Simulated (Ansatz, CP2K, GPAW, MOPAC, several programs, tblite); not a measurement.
**What cheap methods get right for KScSe2**

How much accuracy does each second buy? KScSe2 is computed with 10 methods of unlike cost, up to r2SCAN.

Program: MOPAC, tblite, CP2K, Ansatz, GPAW (versions at each run). Level of theory: no spin polarisation, static lattice; gaps from single points on the cell relaxed beforehand with r²SCAN. These are calculated values, not measurements.

4 further runs of the same task are left out: 4 set aside as unsound or not needed.

### Step 1. Starting point

It takes space group Pmmn (No. 59, orthorhombic). Conventional cell: a = 3.914 Å, b = 5.906 Å, c = 9.100 Å, α = 90.00°, β = 90.00°, γ = 90.00°. K (site symmetry mm2) is surrounded by 6 Se at 3.05 to 3.34 Å. Around Se (site symmetry mm2) lie 2 Sc at 2.65 Å and 4 K at 3.05 to 3.34 Å. Around Sc (site symmetry mm2) lie 6 Se at 2.65 to 2.96 Å. Around Se (site symmetry mm2) lie 4 Sc at 2.72 to 2.96 Å and 2 K at 3.34 Å.

Coordinates:

```
CELL_PARAMETERS angstrom
3.91391 0.00000 0.00000
0.00000 5.90631 0.00000
0.00000 0.00000 9.09964
ATOMIC_POSITIONS crystal
K 0.00000 0.00000 0.89261
Se 0.00000 0.50000 0.81001
K 0.50000 0.50000 0.10739
Se 0.50000 0.00000 0.18999
Sc 0.00000 0.00000 0.38643
Se 0.00000 0.50000 0.40530
Sc 0.50000 0.50000 0.61357
Se 0.50000 0.00000 0.59470
```

The structure type (I-III-VI2 or I-V-VI2 ordering on rocksalt lattice) is imposed and need not be the compound's stable one.

**Question.** The methods are PM6, PM7, GFN1-xTB (tblite), GFN2-xTB (tblite), PBE/DZVP, PBE/SZV, coarse PBE, GLLB-SC, PBE, r2SCAN. What gap does r2SCAN give on this cell, and which other methods (full PBE left aside) come nearest to r2SCAN and farthest in gap, volume and bulk modulus?

| quantity | value |
| --- | --- |
| r2SCAN | gap 1.65 eV, 26.29 Å³/atom, B₀ 52 GPa |
| gap: nearest and farthest of the other methods | PBE/DZVP (-0.35 eV), PM6 (+1.68 eV) |
| volume: nearest and farthest of the other methods | GFN2-xTB (tblite) (+0.5 %), GFN1-xTB (tblite) (-7.6 %) |
| bulk modulus: nearest and farthest of the other methods | PBE/SZV (-1 %), GFN2-xTB (tblite) (-35 %) |

**Reading.** Among the 7 methods compared for the gap (full PBE left aside), PBE/DZVP is nearest to r2SCAN and PM6 farthest. Among the 5 methods compared for the volume (full PBE left aside), GFN2-xTB (tblite) is nearest to r2SCAN and GFN1-xTB (tblite) farthest. For the bulk modulus, of the 5 methods compared (full PBE left aside), PBE/SZV comes nearest to r2SCAN and GFN2-xTB (tblite) is farthest. A minimal basis or a coarse cutoff and mesh shifts results by its own error, so closeness to r2SCAN can be chance. Cluster runs see only the k-points that fold onto the zone centre, so their gaps can miss the band edges. GLLB-SC is compared with its derivative discontinuity added. PM7 ended in an unphysical state and is left out of the comparison. No volume is given for PM6, which can hide a larger miss. CPU times run from 3.7 s (GFN1-xTB (tblite)) to 3.4 min (GLLB-SC). On this cell GLLB-SC cost more than r2SCAN itself (74 s), so it is no saving here. r2SCAN is a yardstick, not the truth: it usually gives gaps below the measured ones.
